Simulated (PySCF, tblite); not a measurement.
# C₄H₁₁BrOSi₂: geometry, infrared bands and NMR shifts

Wanted: the infrared bands and NMR shifts of C₄H₁₁BrOSi₂ (`[SiH3]OC[SiH2]C/C=C/Br`), by calculation.

The runs use tblite 0.8.0 and PySCF 2.14.0, with density-fitted response routines of our own; the level of theory stands in each step. All values are computed, except where a source is named. Atoms are numbered from 0 throughout.

### 1 The starting structure

19 atoms, charge 0, multiplicity 1; geometry from: force field or distance geometry start.

Bonds of the start (Å): Si0–O1 1.65, O1–C2 1.45, C2–Si3 1.88, Si3–C4 1.87, C4–C5 1.50, C5–C6 1.34, C6–Br7 1.86, Si0–H8 1.48, Si0–H9 1.48, Si0–H10 1.49, C2–H11 1.10, C2–H12 1.09, Si3–H13 1.50, Si3–H14 1.50, C4–H15 1.09, C4–H16 1.10, C5–H17 1.09, C6–H18 1.09.

### 2 Optimising the geometry with GFN2-xTB

Job settings and geometry (Å):

```
{"job": {"kind": "relax", "xc": "GFN2-xTB", "basis": "xTB"}, "charge": 0, "multiplicity": 1}
Si    -3.565500     1.064800    -0.213000
O     -1.986000     0.720600     0.111800
C     -1.587200    -0.658900     0.276400
Si     0.222700    -0.930000     0.696500
C      1.329400    -0.108200    -0.562400
C      2.800000    -0.329800    -0.367400
C      3.674700     0.658900    -0.110500
Br     5.500500     0.399400     0.136400
H     -3.947300     0.403100    -1.483200
H     -3.746900     2.533800    -0.328200
H     -4.426900     0.539700     0.881200
H     -2.197400    -1.123500     1.069600
H     -1.799100    -1.189800    -0.654300
H      0.500400    -2.401600     0.722000
H      0.511200    -0.393200     2.064800
H      1.061100    -0.485600    -1.550500
H      1.103100     0.969300    -0.572700
H      3.168100    -1.357300    -0.455400
H      3.375300     1.697400    -0.009300
```

The run is started by

```bash
OMP_NUM_THREADS=1 python probes_run.py task.json out
```

One launch serves the whole session: the jobs run in the order shown.

**Question.** This job is followed by: GFN2-xTB harmonic vibrations, gas phase; GIAO PBE0/pcSseg-1 NMR shielding, non-relativistic, gas phase. Predict these results of the whole session: strongest single infrared mode (GFN2-xTB); zero-point energy (GFN2-xTB); 13C shifts against TMS (PBE0/pcSseg-1); 1H shifts against TMS (PBE0/pcSseg-1, means over atoms taken as alike); 29Si shifts against TMS (PBE0/pcSseg-1); 17O shifts against H2O (PBE0/pcSseg-1); 79Br shifts against HBr (PBE0/pcSseg-1); surface potential, 1st and 99th percentile.

**Answer**, as computed:

| quantity | value |
| --- | --- |
| strongest single infrared mode (GFN2-xTB) | 2213 cm⁻¹, 367 km/mol |
| zero-point energy (GFN2-xTB) | 82.1 kcal/mol |
| 13C shifts against TMS (PBE0/pcSseg-1) | 143.1, 125.0, 56.7, 19.6 ppm |
| 1H shifts against TMS (PBE0/pcSseg-1, means over atoms taken as alike) | 6.34, 6.10, 4.88, 4.10, 3.65, 2.09 ppm |
| 29Si shifts against TMS (PBE0/pcSseg-1) | -31.4, -37.0 ppm |
| 17O shifts against H2O (PBE0/pcSseg-1) | -11.8 ppm |
| 79Br shifts against HBr (PBE0/pcSseg-1) | 511 ppm |
| surface potential, 1st and 99th percentile | -0.78 V and 1.28 V |

**Reading.** Over 116 steps the energy fell by 0.284 eV; of the close pairs, Si3–C4 changed most, 1.867 to 1.916 Å. No mode is imaginary among the 51: a minimum at this level. The strongest single mode, at 2213 cm⁻¹, moves mainly H8. Unscaled tight-binding wavenumbers are off by several per cent, some by more. Its intensities can rank the bands wrongly. C6 stands next to heavy halogen, whose spin-orbit shielding this run leaves out, so the computed shift lies too far downfield, most of all for carbon beside Br or I. At PBE0/pcSseg-1: Shielding is most anisotropic at Br7 (span 1308 ppm, paramagnetic term -1009 ppm). Spin-orbit coupling is left out, which matters for shieldings and couplings at and beside the heavy atoms.
